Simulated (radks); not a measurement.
# Ta⁴⁺ in [Xe] 4f14 5d1: an all-electron calculation

Wanted: eigenvalues, radial structure and energy terms of the tantalum ion Ta4+.

Method: non-relativistic Kohn-Sham, Wu-Cohen GGA, spin-polarised, spherical densities, point nucleus; open shells are filled with parallel spins first. Code: radks (a radial shooting solver on a logarithmic mesh, Libxc functionals) version 1.

## Step 1: What is computed

| Property | Result |
| --- | --- |
| element | tantalum (Z = 73) |
| charge | +4 |
| electrons | 69 |
| configuration | [Xe] 4f14 5d1 |

Outer shells as boxes (Hund's rule):

Ta⁴⁺
```
[Xe] core
4f [↑↓][↑↓][↑↓][↑↓][↑↓][↑↓][↑↓]
5d [↑ ][  ][  ][  ][  ]
```

## Step 2: Self-consistent calculation

Input:

```text
Z 73
configuration [Xe] 4f14 5d1
relativity non-relativistic
functional wc,pbe
spin polarised
nucleus point
```

On the command line:

```sh
> python run_ks.py task.json out
```

The same process makes all the runs of this session.

**Question.** What will this run give?

**Answer**, as computed:

| quantity | value |
| --- | --- |
| total energy | -14799.6147 hartree |
| exchange-correlation share of it | 2.01 % |
| −T/E | 0.9997 |
| highest occupied level | 5d up, -42.634 eV |
| most extended occupied level | 5d up, <r> = 1.70 bohr |
| radius at density 0.001 e/bohr³ | 3.06 bohr |
| maxima of the radial density | 4 |
| ionisation energy, NIST | 48.27 (semi-emp.) eV |

5 principal shells are occupied and 4 maxima appear in the radial density; where shells overlap, one shows as a shoulder or not at all. The ratio −T/E is 0.9997; for a non-relativistic Coulomb system it is 1 up to the kinetic part of correlation. Minus the highest eigenvalue, 42.634 eV, is 88 % of the tabulated ionisation energy (48.27 eV); the potential of a semilocal functional falls off too fast, so its top eigenvalue is too shallow. Relativity is left out here, which matters for elements this heavy. Open shells are spherical and high-spin; term and fine-structure splittings are not resolved.
